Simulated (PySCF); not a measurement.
# Gd2H6: other functionals and bases at one geometry

One table from this session's results is given with a row withheld; the runs are named, their logs left out.

Method: several levels, as the steps say, no spin–orbit coupling; program: PySCF 2.14.0.

2 further runs of the same task are left out: 2 for a known fault of the program.

**The starting structure**

8 atoms, charge 0, spin multiplicity 1.

Bond lengths: Gd1–Gd2 3.602 Å, Gd1–H3 2.194 Å, Gd1–H4 2.194 Å, Gd1–H5 2.019 Å, Gd1–H6 2.019 Å, Gd2–H3 2.194 Å, Gd2–H4 2.194 Å, Gd2–H7 2.019 Å, Gd2–H8 2.019 Å. Angles: Gd2–Gd1–H3 34.8°, Gd2–Gd1–H4 34.8°, Gd2–Gd1–H5 122.7°, Gd2–Gd1–H6 122.7°, H3–Gd1–H4 69.7°, H3–Gd1–H5 116.3°, H3–Gd1–H6 116.3°, H4–Gd1–H5 116.3°, H4–Gd1–H6 116.3°, H5–Gd1–H6 114.5°, Gd1–Gd2–H3 34.8°, Gd1–Gd2–H4 34.8°, Gd1–Gd2–H7 122.7°, Gd1–Gd2–H8 122.7°, H3–Gd2–H4 69.7°, H3–Gd2–H7 116.3°, H3–Gd2–H8 116.3°, H4–Gd2–H7 116.3° and more.

Geometry (Å):

```
Gd    0.0000    0.0000    1.8009
Gd    0.0000    0.0000   -1.8009
H     1.2537    0.0000    0.0000
H    -1.2537    0.0000    0.0000
H     0.0000    1.6984    2.8923
H     0.0000   -1.6984    2.8923
H     0.0000    1.6984   -2.8923
H     0.0000   -1.6984   -2.8923
```

Formal oxidation states: Gd +3. Each metal's 7 4f electrons lie in its core potential, so multiplicities, spins and levels count the valence alone. An earlier session relaxed this geometry at PBE0, Gd lcecp-1-SVP with ECP53, H def2-SVP (singlet, point group D2h).

At PBE0 on the finer grid: E = -75.278521 Eh, HOMO -6.97 eV, LUMO -2.12 eV, Mulliken charge on Gd1 +0.89 e, largest force component 0.006 eV/Å. 

Levels to run: TPSS; BP86; M06-L; BLYP; PBE0, TZVP. Hardware: 2 threads of Arm Neoverse V1, shared host.

The first run:

Contents of run.py (the lines that set the calculation):

```python
mol = gto.M(atom='''
Gd     0.00000     0.00000     1.80088
Gd     0.00000     0.00000    -1.80088
H      1.25373     0.00000     0.00000
H     -1.25373     0.00000     0.00000
H      0.00000     1.69841     2.89234
H      0.00000    -1.69841     2.89234
H      0.00000     1.69841    -2.89234
H      0.00000    -1.69841    -2.89234''',
    basis={'Gd': 'lcecp-1-SVP', 'H': 'def2-SVP'},
    ecp={'Gd': 'lcecp-1-SVP'},
    charge=0, spin=0)
mf = dft.RKS(mol, xc='TPSS')
mf.grids.atom_grid = (75, 302)  # f atoms: unpruned, at least (60, 302)
mf = mf.density_fit()  # fitting sets: Gd AutoAux, H def2-universal-JKFIT
mf.conv_tol = 1e-08; mf.max_cycle = 55
mf.kernel(dm0)  # dm0: the density of the relaxed state
```

The run is started by

```bash
OMP_NUM_THREADS=2 python run.py
```

Among the steps run: TPSS; BP86; M06-L; BLYP; PBE0, TZVP.

One table of the session follows, with a row left open; its other results are not shown here.

```
              level  HOMO (eV)  gap (eV)  charge on Gd1 (e)  largest force component (eV/Å)
PBE0 (relaxed here)      -6.97      4.84               0.89                            0.01
               TPSS      -5.96      3.23               0.96                            0.05
               BP86      -5.87      2.87               0.75                            0.10
              M06-L          ?         ?                  ?                               ?
               BLYP      -5.67      2.77               0.70                            0.14
         PBE0, TZVP      -6.99      4.86               1.02                            0.03
```

Q: Estimate the row for M06-L from the others.

The run gave: HOMO (eV): -6.02; gap (eV): 3.82; charge on Gd1 (e): 1.14; largest force component (eV/Å): 0.11. In the column «HOMO (eV)» it lies between PBE0 (relaxed here) (-6.97) and TPSS (-5.96).

In one basis the HOMO–LUMO gap runs from 2.77 eV (BLYP) to 4.84 eV (PBE0). The largest leftover force, 0.14 eV/Å with BLYP, stands at a geometry relaxed at another level. With 4f in the core, its levels are missing from HOMO and gap, and its count is fixed, so no charge can pass from the ligands into it. Total energies of different levels can't be compared.
